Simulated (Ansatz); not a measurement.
# C₂H₈N₂Si: up Jacob's ladder to CCSD(T)

Aim: compute C₂H₈N₂Si with functionals from several rungs and with coupled cluster, and see how far each lands from CCSD(T) at the basis-set limit for the atomisation energy.

Program: Ansatz 0.2.0, Gaussian basis. Level of theory: functionals in def2-TZVPP, the program's frozen cores in correlated methods. These are calculated values, not measurements.

Plan: LDA (SPW92), PBE-D4, revPBE-D4, BLYP-D4, r2SCAN-D4, B97M-V, PBE0-D4, B3LYP-D4, r2SCANh-D4, r2SCAN0-D4, HSE06-D4, BHLYP-D4, CAM-B3LYP-D4, LC-ωPBE, ωB97X-V, ωB97M-V, B2PLYP, PBE-QIDH; CCSD(T)/def2-SVP; CCSD(T)/def2-TZVPP; MP2/def2-QZVPP; extrapolation to the limit; RPA on PBE.

**1. The geometry**

All runs share one geometry, relaxed beforehand with PBE0-D4 in a triple-zeta def2 set.

SMILES `N=C([SiH3])CN`, 13 atoms, charge 0, spin multiplicity 1.

Atoms are counted from 1 here; the program's logs count them from 0.

Bond lengths: N1–C2 1.268 Å, N1–H6 1.030 Å, C2–Si3 1.893 Å, C2–C4 1.519 Å, Si3–H7 1.490 Å, Si3–H8 1.490 Å, Si3–H9 1.480 Å, C4–N5 1.446 Å, C4–H10 1.101 Å, C4–H11 1.096 Å, N5–H12 1.011 Å, N5–H13 1.009 Å. Angles: C2–N1–H6 108.5°, N1–C2–Si3 117.6°, N1–C2–C4 123.4°, Si3–C2–C4 118.9°, C2–Si3–H7 109.3°, C2–Si3–H8 109.6°, C2–Si3–H9 110.0°, H7–Si3–H8 107.2°, H7–Si3–H9 110.3°, H8–Si3–H9 110.4°, C2–C4–N5 111.9°, C2–C4–H10 108.4°, C2–C4–H11 107.3°, N5–C4–H10 114.2°, N5–C4–H11 109.1°, H10–C4–H11 105.5°, C4–N5–H12 111.7°, C4–N5–H13 111.9° and more.

As a file:

```
atom    x (Å)    y (Å)    z (Å)
  N1  -1.4232   0.0099   1.0047
  C2  -0.3355  -0.2530   0.4077
 Si3   0.7066  -1.6864   1.0737
  C4   0.1678   0.5245  -0.7958
  N5  -0.6368   1.6978  -1.0564
  H6  -1.8734   0.8046   0.5297
  H7   1.9682  -1.1497   1.6560
  H8   1.0888  -2.5896  -0.0483
  H9  -0.0561  -2.4331   2.0987
 H10   1.2387   0.7349  -0.6501
 H11   0.1164  -0.1460  -1.6612
 H12  -0.3260   2.4916  -0.5130
 H13  -0.6152   1.9595  -2.0308
```

**2. LDA**

This LDA is Slater exchange with PW92 correlation.

The input, in.yaml:

```yaml
crystal:
  periodic: [false, false, false]
  atoms:
    - {symbol: N, position_ang: [-1.423158, 0.009900, 1.004689]}
    - {symbol: C, position_ang: [-0.335537, -0.252982, 0.407730]}
    - {symbol: Si, position_ang: [0.706624, -1.686367, 1.073726]}
    - {symbol: C, position_ang: [0.167766, 0.524511, -0.795825]}
    - {symbol: N, position_ang: [-0.636808, 1.697805, -1.056448]}
    - {symbol: H, position_ang: [-1.873448, 0.804646, 0.529676]}
    - {symbol: H, position_ang: [1.968201, -1.149740, 1.656020]}
    - {symbol: H, position_ang: [1.088809, -2.589575, -0.048275]}
    - {symbol: H, position_ang: [-0.056071, -2.433073, 2.098680]}
    - {symbol: H, position_ang: [1.238683, 0.734882, -0.650097]}
    - {symbol: H, position_ang: [0.116425, -0.145955, -1.661203]}
    - {symbol: H, position_ang: [-0.325960, 2.491633, -0.513005]}
    - {symbol: H, position_ang: [-0.615226, 1.959517, -2.030770]}
basis:
  gaussian: {orbitals: def2-TZVPP}
hamiltonian: {xc: lda}
output: {orbitals: {seedname: orbitals}}
```

Launch:

```
$ ansatz run in.yaml --threads 4 --pin off --events-out ev --progress --plain --max-ram 10444MiB
```

After this run come: PBE-D4 (GGA); revPBE-D4 (GGA); BLYP-D4 (GGA); r2SCAN-D4 (meta-GGA); B97M-V (meta-GGA); B3LYP-D4 (hybrid); r2SCANh-D4 (hybrid); r2SCAN0-D4 (hybrid); HSE06-D4 (hybrid); BHLYP-D4 (hybrid); CAM-B3LYP-D4 (range-separated); LC-ωPBE (range-separated); ωB97X-V (range-separated); ωB97M-V (range-separated); B2PLYP (double hybrid); PBE-QIDH (double hybrid); CCSD(T) in def2-SVP; CCSD(T) in def2-TZVPP; MP2 in def2-QZVPP; RPA on PBE orbitals.

**Question.** What will the summary of the whole plan be? Wanted: atomisation energy, CCSD(T)/CBS; farthest beyond LDA; mean size of error, GGA; mean size of error, meta-GGA; mean size of error, hybrid; mean size of error, range-separated; mean size of error, double hybrid; gap, smallest and largest; T1 diagnostic.

The runs gave:

| quantity | value |
| --- | --- |
| atomisation energy, CCSD(T)/CBS | 4654.1 kJ/mol |
| functionals within 23.3 kJ/mol (0.5 %) | revPBE-D4, r2SCAN-D4, B97M-V, PBE0-D4, HSE06-D4, LC-ωPBE |
| farthest beyond LDA | BHLYP-D4 (-123.6 kJ/mol) |
| mean size of error, GGA | 46.4 kJ/mol |
| mean size of error, meta-GGA | 7.7 kJ/mol |
| mean size of error, hybrid | 50.8 kJ/mol |
| mean size of error, range-separated | 27.9 kJ/mol |
| mean size of error, double hybrid | 46.0 kJ/mol |
| gap, smallest and largest | 4.07 eV (LDA (SPW92)), 11.86 eV (LC-ωPBE) |
| T1 diagnostic | 0.0118 |
| triples share of the correlation energy | 4.1 % |

**Reading.** LDA overbinds by 687.5 kJ/mol (15 %). PBE-D4 is off by +107.3 kJ/mol. Double hybrids carry the basis error of their MP2 part in triple zeta, and no dispersion term here, so their miss is partly the set-up's. By mean error the best rung here is meta-GGA (7.7 kJ/mol) and the worst beyond LDA is hybrid (50.8 kJ/mol). GGA functionals lie within the reference's doubt of that worst mean (46.4 kJ/mol), so those two tie. The mean of the hybrids holds BHLYP, with half exact exchange. Misses under about 23.3 kJ/mol are within the doubt on the reference itself, which lacks core-valence correlation, relativity and higher excitations. Hartree-Fock recovers 70 % of the binding; the rest is correlation. CCSD(T) in def2-SVP is off by -279.8 kJ/mol, so the small basis spoils what the method gains. Orbital gaps span 4.1 to 11.9 eV; exact exchange widens them.
